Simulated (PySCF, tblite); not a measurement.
# C₂H₈B₃NO₃: geometry, infrared bands and NMR shifts

Aim: predict the infrared bands and NMR shifts of C₂H₈B₃NO₃ (`CN(C)B1OBOBO1`).

Programs: tblite 0.8.0 and PySCF 2.14.0, with density-fitted response routines of our own. Each step states its level of theory. These are calculated values for one molecule in the gas phase, unless marked as measured. Atoms count from 0, in the outputs and in this text.

### Step 1. Starting geometry

17 atoms, charge 0, multiplicity 1; geometry from: force field or distance geometry start.

Bonds of the start (Å): C0–N1 1.42, N1–C2 1.45, N1–B3 1.52, B3–O4 1.45, O4–B5 1.45, B5–O6 1.45, O6–B7 1.44, B7–O8 1.45, O8–B3 1.48, C0–H9 1.13, C0–H10 1.11, C0–H11 1.13, C2–H12 1.10, C2–H13 1.12, C2–H14 1.11, B5–H15 1.20, B7–H16 1.19.

### Step 2. Optimising the geometry with GFN2-xTB

The job: settings as JSON, then the geometry in Å.

```
{"job": {"kind": "relax", "xc": "GFN2-xTB", "basis": "xTB"}, "charge": 0, "multiplicity": 1}
C     -1.977100     1.148300    -0.261100
N     -0.986300     0.270400     0.256800
C     -1.451400    -1.078400     0.511100
B      0.320100     0.294200    -0.513200
O      1.207600     1.421600    -0.330100
B      2.593900     1.037600    -0.112900
O      3.026400    -0.347300    -0.080800
B      2.197300    -1.224400    -0.869800
O      0.771000    -1.026600    -0.992300
H     -2.360100     1.774300     0.595900
H     -1.598500     1.813000    -1.070200
H     -2.886600     0.605400    -0.649000
H     -0.637400    -1.759200     0.796100
H     -1.944100    -1.458200    -0.423500
H     -2.240200    -1.046500     1.296300
H      3.353500     1.854500     0.322700
H      2.604900    -2.266700    -1.277700
```

Launch:

```console
OMP_NUM_THREADS=1 python probes_run.py task.json out
```

One launch serves the whole session: the jobs run in the order shown.

**Question.** This job is followed by: GFN2-xTB harmonic vibrations, gas phase; GIAO PBE0/pcSseg-1 NMR shielding, non-relativistic, gas phase. What will the session give for the following? strongest single infrared mode (GFN2-xTB); zero-point energy (GFN2-xTB); 13C shifts against TMS (PBE0/pcSseg-1, means over atoms taken as alike); 1H shifts against TMS (PBE0/pcSseg-1, means over atoms taken as alike); 15N shifts against NH3 (PBE0/pcSseg-1); 11B shifts against BF3·OEt2 (PBE0/pcSseg-1, means over atoms taken as alike); 17O shifts against H2O (PBE0/pcSseg-1, means over atoms taken as alike).

The runs gave:

| quantity | value |
| --- | --- |
| strongest single infrared mode (GFN2-xTB) | 1292 cm⁻¹, 1146 km/mol |
| zero-point energy (GFN2-xTB) | 78.1 kcal/mol |
| 13C shifts against TMS (PBE0/pcSseg-1, means over atoms taken as alike) | 38.0 ppm |
| 1H shifts against TMS (PBE0/pcSseg-1, means over atoms taken as alike) | 4.41, 2.98 ppm |
| 15N shifts against NH3 (PBE0/pcSseg-1) | 75.7 ppm |
| 11B shifts against BF3·OEt2 (PBE0/pcSseg-1, means over atoms taken as alike) | 25.4, 17.4 ppm |
| 17O shifts against H2O (PBE0/pcSseg-1, means over atoms taken as alike) | 211.9, 182.1 ppm |

What this shows: Relaxing lowered the energy by 2.052 eV in 84 steps; the close pair that moved most is N1–B3, from 1.517 to 1.396 Å. No mode is imaginary among the 45: a minimum at this level. The strongest single mode, at 1292 cm⁻¹, is carried by B7, B5, O8, O4. Unscaled tight-binding wavenumbers are off by several per cent, some by more. Its intensities can rank the bands wrongly. At PBE0/pcSseg-1: The largest span, 397 ppm, is at O6, where the paramagnetic term is -269 ppm.
